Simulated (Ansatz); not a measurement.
# Hf5F2: the cost of one run

Method: DFT PBE, scalar-relativistic, plane waves, PAW, unless a step names another level, in Ansatz 0.2.0.

6 further runs of the same task are left out: 6 set aside as unsound or not needed.

## 1. What the formula suggests

Pauling electronegativities: Hf 1.30, F 3.98 (spread 2.68). No set of common oxidation states balances it. Tabulated atomic sizes suggest about 16 Å³/atom. 20 candidates were drawn, by swapping species into database cells of other compounds, at random by space group and Wyckoff sites, or by hand, as the table says:

| name | made from | space group no. | Wyckoff sites | atoms (primitive cell) | V (Å³/atom) |
| --- | --- | --- | --- | --- | --- |
| c01 | database cell of Ga2Te5 | 87 | Hf 8h, 2a; F 4d | 7 | 18.9 |
| c02 | random | 216 | Hf 16e, 4c; F 4a, 4d | 7 | 16.8 |
| c03 | random | 183 | Hf 2b, 2b, 1a; F 2b | 7 | 20.8 |
| c04 | random | 191 | Hf 2e, 3f; F 2c | 7 | 19.4 |
| c05 | built by hand: fluorite-layer/fcc-Hf intergrowth | 166 | Hf 6c, 6c, 3a; F 6c | 7 | 17.2 |
| c06 | random | 123 | Hf 4o, 1c; F 2g | 7 | 16.6 |
| c07 | random | 65 | Hf 4l, 4j, 2d; F 4k | 7 | 18.5 |
| c08 | database cell of Ta2O5 | 10 | Hf 2n, 2m, 1c; F 2m | 7 | 21.3 |
| c09 | random | 166 | Hf 9e, 3b, 3a; F 6c | 7 | 20.6 |
| c10 | database cell of Na5Sn2 | 166 | Hf 3b, 6c, 6c; F 6c | 7 | 20.5 |
| c11 | built by hand: fcc Hf with ordered octahedral F layers | 166 | Hf 6c, 6c, 3a; F 6c | 7 | 16.5 |
| c12 | random | 12 | Hf 8j, 2b; F 4g | 7 | 17.0 |
| c13 | random | 216 | Hf 16e, 4d; F 4a, 4c | 7 | 19.0 |
| c14 | random | 189 | Hf 3f, 2c; F 2d | 7 | 16.8 |
| c15 | random | 191 | Hf 1b, 3g, 1a; F 2c | 7 | 20.6 |
| c16 | random | 187 | Hf 2h, 3j; F 1a, 1f | 7 | 17.8 |
| c17 | random | 166 | Hf 9d, 6c; F 3a, 3b | 7 | 19.7 |
| c18 | random | 164 | Hf 3e, 1b, 1a; F 2d | 7 | 20.8 |
| c19 | built by hand: F-terminated five-layer Hf slab | 164 | Hf 2c, 2d, 1a; F 2d | 7 | 19.3 |
| c20 | database cell of Ta2O5 | 47 | Hf 2q, 1h, 1b, 1e; F 1d, 1a | 7 | 19.6 |

## 2. Screening run of c05

input.yaml reads:

```yaml
crystal:
  lattice:
    - [1.625, 0.93819419, 13.16666667]
    - [-1.625, 0.93819419, 13.16666667]
    - [0.0, -1.87638837, 13.16666667]
  atoms:
    - { symbol: Hf, position: [0.2, 0.2, 0.2] }
    - { symbol: Hf, position: [0.8, 0.8, 0.8] }
    - { symbol: Hf, position: [0.6, 0.6, 0.6] }
    - { symbol: Hf, position: [0.0, 0.0, 0.0] }
    - { symbol: Hf, position: [0.4, 0.4, 0.4] }
    - { symbol: F, position: [0.853, 0.853, 0.853] }
    - { symbol: F, position: [0.147, 0.147, 0.147] }
basis:
  ecutwfc: 420
kpoints:
  mp_grid: { grid: [6, 6, 6] }
hamiltonian:
  xc: pbe
scf:
  occupations: { method: gaussian, width: 0.2 }
  lower_state_search: "off"
output:
  forces: true
  stress: true
  eigenvalues: true
relax:
  adjacent_minimum: "off"
  f_tol: 0.08
  max_steps: 16
  cell: { stress_tol: 0.8 }
```

Run with:

```sh
ansatz run input.yaml --threads 1 --pin off --max-ram 2560MiB --backend cpu --events-out ev --progress --plain --runs-dir out
```

What time and memory should one allow on 1 thread of Intel Xeon 6975P-C (Granite Rapids), shared host?

About 2.4 min, with a peak of 0.61 GiB.
